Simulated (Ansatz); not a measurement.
# CH5BO2Si: a ladder of functionals and wavefunction methods

An exercise on one series of results from a longer session: the logs are not shown, and one member is left open.

The runs use Ansatz 0.2.0, Gaussian basis; functionals in def2-TZVPP, the program's frozen cores in correlated methods.

The runs, in order: PBE-D4, r2SCAN-D4, PBE0-D4, B3LYP-D4, ωB97X-V, ωB97M-V, B2PLYP; CCSD(T)/def2-TZVPP; MP2/def2-QZVPP; extrapolation to the limit.

## Structure used throughout

The geometry comes from an earlier relaxation with PBE0-D4 in a triple-zeta def2 set; it is a stationary point, not always the lowest conformer.

SMILES `[SiH3]B1OCO1`, 10 atoms, charge 0, spin multiplicity 1.

Atoms are counted from 1 here; the program's logs count them from 0.

Bond lengths: Si1–B2 2.015 Å, Si1–H6 1.488 Å, Si1–H7 1.486 Å, Si1–H8 1.486 Å, B2–O3 1.387 Å, B2–O5 1.387 Å, O3–C4 1.423 Å, C4–O5 1.423 Å, C4–H9 1.092 Å, C4–H10 1.092 Å. Angles: B2–Si1–H6 109.6°, B2–Si1–H7 110.4°, B2–Si1–H8 110.4°, H6–Si1–H7 108.6°, H6–Si1–H8 108.6°, H7–Si1–H8 109.3°, Si1–B2–O3 131.2°, Si1–B2–O5 131.2°, O3–B2–O5 97.5°, B2–O3–C4 84.1°, O3–C4–O5 94.3°, O3–C4–H9 112.3°, O3–C4–H10 112.3°, O5–C4–H9 112.3°, O5–C4–H10 112.3°, H9–C4–H10 112.1°, B2–O5–C4 84.1°.

Geometry (Å):

| atom | x (Å) | y (Å) | z (Å) |
| --- | --- | --- | --- |
| Si1 | -1.7263 | -0.3503 | -0.7602 |
| B2 | 0.0957 | -0.0010 | 0.0274 |
| O3 | 0.7106 | -0.5009 | 1.1661 |
| C4 | 1.7869 | 0.3456 | 0.7776 |
| O5 | 1.1249 | 0.8332 | -0.3843 |
| H6 | -2.7035 | 0.6288 | -0.2112 |
| H7 | -1.6887 | -0.2026 | -2.2389 |
| H8 | -2.1857 | -1.7215 | -0.4162 |
| H9 | 2.6910 | -0.2175 | 0.5346 |
| H10 | 1.9782 | 1.1351 | 1.5080 |

The first run:

The input, in.yaml:

```yaml
crystal:
  periodic: [false, false, false]
  atoms:
    - {symbol: Si, position_ang: [-1.726320, -0.350333, -0.760232]}
    - {symbol: B, position_ang: [0.095657, -0.001008, 0.027400]}
    - {symbol: O, position_ang: [0.710624, -0.500927, 1.166065]}
    - {symbol: C, position_ang: [1.786903, 0.345603, 0.777561]}
    - {symbol: O, position_ang: [1.124906, 0.833205, -0.384280]}
    - {symbol: H, position_ang: [-2.703549, 0.628791, -0.211243]}
    - {symbol: H, position_ang: [-1.688689, -0.202626, -2.238870]}
    - {symbol: H, position_ang: [-2.185661, -1.721483, -0.416167]}
    - {symbol: H, position_ang: [2.691016, -0.217476, 0.534618]}
    - {symbol: H, position_ang: [1.978215, 1.135054, 1.508050]}
basis:
  gaussian: {orbitals: def2-TZVPP}
hamiltonian: {xc: pbe, dispersion: d4}
output: {forces: true, orbitals: {seedname: orbitals}}
```

Started as:

```sh
> ansatz run in.yaml --threads 4 --pin off --events-out ev --progress --plain --max-ram 10444MiB
```

Steps of the session up to this table: PBE-D4 (GGA); r2SCAN-D4 (meta-GGA); PBE0-D4 (hybrid); B3LYP-D4 (hybrid); ωB97X-V (range-separated); ωB97M-V (range-separated); B2PLYP (double hybrid); CCSD(T) in def2-TZVPP; MP2 in def2-QZVPP.

One of the session's tables, all rows but one given; the rest of the session is left out.

It belongs to the step «Atomisation energies». 

| method | atomisation energy (kJ/mol) |
| --- | --- |
| PBE-D4 | 3935.4 |
| r2SCAN-D4 | 3870.6 |
| PBE0-D4 | 3851.3 |
| B3LYP-D4 | 3840.3 |
| ωB97X-V | 3871.0 |
| ωB97M-V | 3864.5 |
| B2PLYP | 3808.6 |
| HF/def2-TZVPP | 2787.0 |
| MP2/def2-TZVPP | 3830.9 |
| CCSD/def2-TZVPP | 3682.8 |
| CCSD(T)/def2-TZVPP | ? |
| MP2/CBS | 3929.6 |
| CCSD(T)/CBS | 3843.9 |

**Question.** Estimate the row for CCSD(T)/def2-TZVPP.

As computed: atomisation energy (kJ/mol): 3745.3. In the column «atomisation energy (kJ/mol)» it lies between CCSD/def2-TZVPP (3682.8) and B2PLYP (3808.6).
